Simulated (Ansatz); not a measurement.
**BGeH3O2: small, medium and large basis sets**

One table from this session's results is given with a row withheld; the runs are named, their logs left out.

Program: Ansatz 0.2.0, Gaussian basis. Level of theory: one geometry, several basis sets. These are calculated values, not measurements.

The runs, in order: PBE0-D4/def2-SVP; ωB97M-V/def2-SVP; PBE0-D4/def2-QZVPP; ωB97M-V/def2-QZVPP; the functionals' def2-TZVPP values are taken from earlier runs.

### The relaxed structure

The geometry comes from an earlier relaxation with PBE0-D4 in a triple-zeta def2 set; it is a stationary point, not always the lowest conformer.

7 atoms, charge 0, spin multiplicity 1.

Atoms are counted from 1 here; the program's logs count them from 0.

Bond lengths: O1–Ge2 1.774 Å, O1–H5 0.961 Å, Ge2–B3 2.048 Å, Ge2–O4 2.062 Å, Ge2–H6 1.546 Å, B3–O4 1.281 Å, B3–H7 1.189 Å. Angles: Ge2–O1–H5 113.2°, O1–Ge2–B3 115.8°, O1–Ge2–O4 105.2°, O1–Ge2–H6 106.5°, B3–Ge2–O4 36.3°, B3–Ge2–H6 122.8°, O4–Ge2–H6 97.8°, Ge2–B3–O4 72.5°, Ge2–B3–H7 144.8°, O4–B3–H7 142.7°, Ge2–O4–B3 71.2°.

Set-up of the first run:

in.yaml

```yaml
crystal:
  periodic: [false, false, false]
  atoms:
    - {symbol: O, position_ang: [-1.032902, 0.637421, -1.356364]}
    - {symbol: Ge, position_ang: [0.139805, 0.694859, -0.026596]}
    - {symbol: B, position_ang: [1.175013, -1.036666, 0.324411]}
    - {symbol: O, position_ang: [0.025213, -1.156101, 0.875340]}
    - {symbol: H, position_ang: [-1.920478, 0.889968, -1.089832]}
    - {symbol: H, position_ang: [-0.518100, 1.520508, 1.103370]}
    - {symbol: H, position_ang: [2.192648, -1.617991, 0.123971]}
basis:
  gaussian: {orbitals: def2-SVP}
hamiltonian: {xc: pbe0, dispersion: d4}
output: {orbitals: {seedname: orbitals}}
```

The run is started by

```
> ansatz run in.yaml --threads 2 --pin off --events-out ev --progress --plain --max-ram 4352MiB
```

Steps of the session up to this table: PBE0-D4 in def2-SVP; ωB97M-V in def2-SVP; PBE0-D4 in def2-QZVPP; ωB97M-V in def2-QZVPP.

One table of the session follows, with a row left open; its other results are not shown here.

It belongs to the step «Density functionals: the series». 

| functional | basis | HOMO (eV) |
| --- | --- | --- |
| PBE0-D4 | def2-SVP | -7.04 |
| PBE0-D4 | def2-TZVPP | -7.12 |
| PBE0-D4 | def2-QZVPP | ? |
| ωB97M-V | def2-SVP | -9.09 |
| ωB97M-V | def2-TZVPP | -9.20 |
| ωB97M-V | def2-QZVPP | -9.24 |

**Question.** Estimate the row for PBE0-D4, def2-QZVPP.

As computed: HOMO (eV): -7.16. In the column «HOMO (eV)» it lies between ωB97M-V, def2-SVP (-9.09) and PBE0-D4, def2-TZVPP (-7.12).
